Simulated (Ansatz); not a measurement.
HfB:

```xyz
2
Lattice="0.0000 2.3100 2.3100 2.3100 0.0000 2.3100 2.3100 2.3100 0.0000" Properties=species:S:1:pos:R:3 pbc="T T T"
Hf    2.3100    2.3100    2.3100
B     0.0000    0.0000    0.0000
```

```yaml
Program: Ansatz 0.2.0
Task: relaxation of cell and atoms
Functional: B3LYP
Potentials_or_basis: Ansatz PAW
Cutoff: "420 eV (not typed: the program's choice for these potentials)"
k_mesh: 5 × 5 × 5
Occupations: fermi-dirac, width 0.05 eV
Spin: no spin polarisation
```

At the start: volume 12.33 Å³/atom.

Question: How do energy, volume and symmetry change on relaxing?

Answer: It ends after 7 steps and the volume is 14.42 Å³/atom (+17.0 %); space group Fm-3m (No. 225, to 0.05 Å).

The path:
```tsv
step	energy change (eV)	largest force (eV/Å)	volume (Å³)
1	0.0000	0.0000	24.65
2	-0.4026	0.0000	28.44
3	-0.4047	0.0000	28.73
4	-0.4048	0.0000	28.80
5	-0.4107	0.0000	28.80
6	-0.4107	0.0000	28.83
7	-0.4107	0.0000	28.83
```

Final structure:
```
Hf B
1.0
     0.00000    2.43385    2.43385
     2.43385    0.00000    2.43385
     2.43385    2.43385    0.00000
Hf B
1 1
Direct
  0.50000 0.50000 0.50000
  0.00000 0.00000 0.00000
```

Caveat: the k mesh is coarse (spacing up to 0.47 Å⁻¹), so the values aren't converged, least of all with exact exchange; the volume moved by over 15 % at a fixed basis, so the end points are rough; the plane-wave basis is chosen anew once the cell has moved, so the energies of steps on either side of that aren't comparable; the volume moved by +17 % from the deposited cell, more than functionals usually miss; the PAW data sets come from PBE, with cores solved anew for the run's functional, which leaves a small shift of forces and pressure.
